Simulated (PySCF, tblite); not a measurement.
**C₇H₁₁PS: geometry, infrared bands and NMR shifts**

What infrared bands and NMR shifts should C₇H₁₁PS (`CC#C[P@@H](=S)C1CCC1`) show?

Programs: tblite 0.8.0 and PySCF 2.14.0, with density-fitted response routines of our own. Each step states its level of theory. These are calculated values for one molecule in the gas phase, unless marked as measured. Atoms are numbered from 0 throughout.

## Step 1: The starting structure

20 atoms, charge 0, multiplicity 1; geometry from: force field or distance geometry start.

Bonds of the start (Å): C0–C1 1.48, C1–C2 1.19, C2–P3 1.79, P3–S4 1.75, P3–C5 1.78, C5–C6 1.53, C6–C7 1.52, C7–C8 1.53, C8–C5 1.51, C0–H9 1.10, C0–H10 1.11, C0–H11 1.11, P3–H12 1.39, C5–H13 1.11, C6–H14 1.09, C6–H15 1.11, C7–H16 1.11, C7–H17 1.11, C8–H18 1.11, C8–H19 1.11.

## Step 2: Relaxing the molecule with GFN2-xTB

Job settings and geometry (Å):

```
{"job": {"kind": "relax", "xc": "GFN2-xTB", "basis": "xTB"}, "charge": 0, "multiplicity": 1}
C      4.341800    -0.318700     0.372800
C      2.959100    -0.236500    -0.162000
C      1.848900    -0.189200    -0.601000
P      0.189900    -0.074200    -1.254300
S     -0.108600    -1.515700    -2.196000
C     -0.973100    -0.131200     0.097200
C     -2.392700    -0.566300    -0.271500
C     -2.801700     0.289400     0.919300
C     -1.620700     1.166000     0.515000
H      4.368100    -0.702800     1.399800
H      4.966900    -0.979700    -0.270700
H      4.754400     0.707200     0.381000
H      0.040900     1.003300    -2.118600
H     -0.664900    -0.719100     0.982400
H     -2.583500    -1.636200    -0.178900
H     -2.775300    -0.065700    -1.184600
H     -2.632300    -0.284900     1.853600
H     -3.805300     0.747500     0.823700
H     -1.151600     1.692100     1.376600
H     -1.965400     1.825400    -0.313000
```

Launch:

```sh
> OMP_NUM_THREADS=1 python probes_run.py task.json out
```

This one command runs all jobs of the session in turn.

**Question.** This job is followed by: GFN2-xTB harmonic vibrations, gas phase; GIAO PBE0/pcSseg-1 NMR shielding, non-relativistic, gas phase. What will the session give for the following? strongest single infrared mode (GFN2-xTB); zero-point energy (GFN2-xTB); 13C shifts against TMS (PBE0/pcSseg-1); 1H shifts against TMS (PBE0/pcSseg-1, means over atoms taken as alike); 31P shifts against H3PO4 (PBE0/pcSseg-1); 33S shifts against CS2 (PBE0/pcSseg-1).

As calculated:

| quantity | value |
| --- | --- |
| strongest single infrared mode (GFN2-xTB) | 2300 cm⁻¹, 212 km/mol |
| zero-point energy (GFN2-xTB) | 98.8 kcal/mol |
| 13C shifts against TMS (PBE0/pcSseg-1) | 113.3, 79.7, 41.0, 22.9, 22.2, 18.0, 5.8 ppm |
| 1H shifts against TMS (PBE0/pcSseg-1, means over atoms taken as alike) | 7.21, 2.49, 2.42, 2.40, 2.24, 2.15, 2.01, 1.97, 1.84 ppm |
| 31P shifts against H3PO4 (PBE0/pcSseg-1) | -12.4 ppm |
| 33S shifts against CS2 (PBE0/pcSseg-1) | -252 ppm |

What this shows: The optimisation took 150 steps and gained 2.046 eV; among the close pairs (by a distance rule), P3–S4 changed most, from 1.748 to 1.931 Å. The lowest mode is imaginary (32i cm⁻¹), so the xTB geometry is not a minimum. The strongest single mode, at 2300 cm⁻¹, moves mainly C1 and C2. GFN2-xTB is a fitted tight-binding method: band positions and strengths are rough. Its intensities can rank the bands wrongly. At PBE0/pcSseg-1: Shielding is most anisotropic at P3 (span 281 ppm, paramagnetic term -631 ppm).
